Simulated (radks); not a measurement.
# Cd¹⁵⁺ in [Ar] 3d8 4s2 4p3 4d2: an all-electron calculation

What are the levels of the cadmium ion Cd15+, how large are its shells, and how does its energy divide?

Method: scalar-relativistic Kohn-Sham, LDA (Slater exchange, Perdew-Zunger correlation), spin-polarised, spherical densities, finite nucleus; open shells are filled with parallel spins first. Code: radks (a radial shooting solver on a logarithmic mesh, Libxc functionals) version 1.

## (1) The atom as given

| Property | Result |
| --- | --- |
| element | cadmium (Z = 48) |
| charge | +15 |
| electrons | 33 |
| configuration | [Ar] 3d8 4s2 4p3 4d2 |
| nuclear rms radius | 4.6087 fm |

Outer shells as boxes (Hund's rule):

Cd¹⁵⁺
```
[Ar] core
3d [↑↓][↑↓][↑↓][↑ ][↑ ]
4s [↑↓]
4p [↑ ][↑ ][↑ ]
4d [↑ ][↑ ][  ][  ][  ]
```

## (2) The run

The run's settings:

```text
Z 48
configuration [Ar] 3d8 4s2 4p3 4d2 5s0 5p0
relativity scalar-relativistic
functional lda,pz
spin polarised
nucleus finite rms 4.6087 fm
c 137.035999084
```

What does the calculation give?

**Answer**, as computed:

| quantity | value |
| --- | --- |
| total energy | -5472.83842 hartree |
| exchange-correlation share of it | 2.44 % |
| −T/E | 1.0413 |
| highest occupied level | 4d up, -325.64 eV |
| most extended occupied level | 4d up, <r> = 0.834 bohr |
| radius at density 0.001 e/bohr³ | 1.88 bohr |
| maxima of the radial density | 3 |

What this shows: 4 principal shells are occupied and 3 maxima appear in the radial density; where shells overlap, one shows as a shoulder or not at all. Relativity lifts −T/E to 1.041. This is not the tabulated ground configuration, so its levels and sizes aren't those of the ground state, and no measured value stands beside it.
